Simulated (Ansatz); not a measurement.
# CH5BF2: the cost of one run

All numbers below are computed with Ansatz 0.2.0 (UKS PBE0-D4/STO-3G).

### 1 Starting point

Bond lengths: B1–C2 1.851 Å, B1–F3 1.335 Å, B1–F4 1.336 Å, B1–H5 1.288 Å, C2–H7 1.090 Å, C2–H8 1.087 Å, C2–H9 1.086 Å. Angles: B1–C2–H7 104.2°, B1–C2–H8 114.4°, B1–C2–H9 113.6°, H7–C2–H8 106.2°, H7–C2–H9 106.4°, H8–C2–H9 111.1°, C2–B1–F3 113.6°, C2–B1–F4 113.8°, C2–B1–H5 49.4°, F3–B1–F4 119.8°, F3–B1–H5 119.2°, F4–B1–H5 119.4°.

As a file:

```xyz
9

B    -0.3312   -0.8346    0.2803
C     0.0080    0.8779   -0.3363
F    -0.6871   -1.6888   -0.6821
F    -0.9545   -0.8681    1.4612
H     0.7767   -0.1880    0.1694
H     1.1503   -1.0247    0.5362
H    -0.9768    1.2735   -0.5835
H     0.4267    1.5494    0.4093
H     0.5879    0.9035   -1.2546
```

### 2 Run 1

150 steps of 0.5 fs at constant energy, with velocities drawn for 1000 K.

Input file input.yaml:

```yaml
crystal:
  periodic: [false, false, false]
  atoms:
    - { symbol: B, position_ang: [-0.3312, -0.8346, 0.2803] }
    - { symbol: C, position_ang: [0.008, 0.8779, -0.3363] }
    - { symbol: F, position_ang: [-0.6871, -1.6888, -0.6821] }
    - { symbol: F, position_ang: [-0.9545, -0.8681, 1.4612] }
    - { symbol: H, position_ang: [0.7767, -0.188, 0.1694] }
    - { symbol: H, position_ang: [1.1503, -1.0247, 0.5362] }
    - { symbol: H, position_ang: [-0.9768, 1.2735, -0.5835] }
    - { symbol: H, position_ang: [0.4267, 1.5494, 0.4093] }
    - { symbol: H, position_ang: [0.5879, 0.9035, -1.2546] }
magnetization:
  spin_polarized: true
basis:
  gaussian: { orbitals: STO-3G }
hamiltonian:
  xc: pbe0
  dispersion: d4
md:
  timestep: 0.5
  n_steps: 150
  ensemble: nve
  temperature: 1000.0
  initial_velocities: maxwell_boltzmann
  seed: 639087
```

On the command line:

```sh
ansatz run input.yaml --threads 1 --pin off --max-ram 2048MiB --backend cpu --events-out ev --progress --plain --runs-dir out
```

What time and memory should one allow on 1 thread of Intel Xeon Platinum 8488C (Sapphire Rapids), shared host?

About 2.9 min, with a peak of 0.12 GiB.
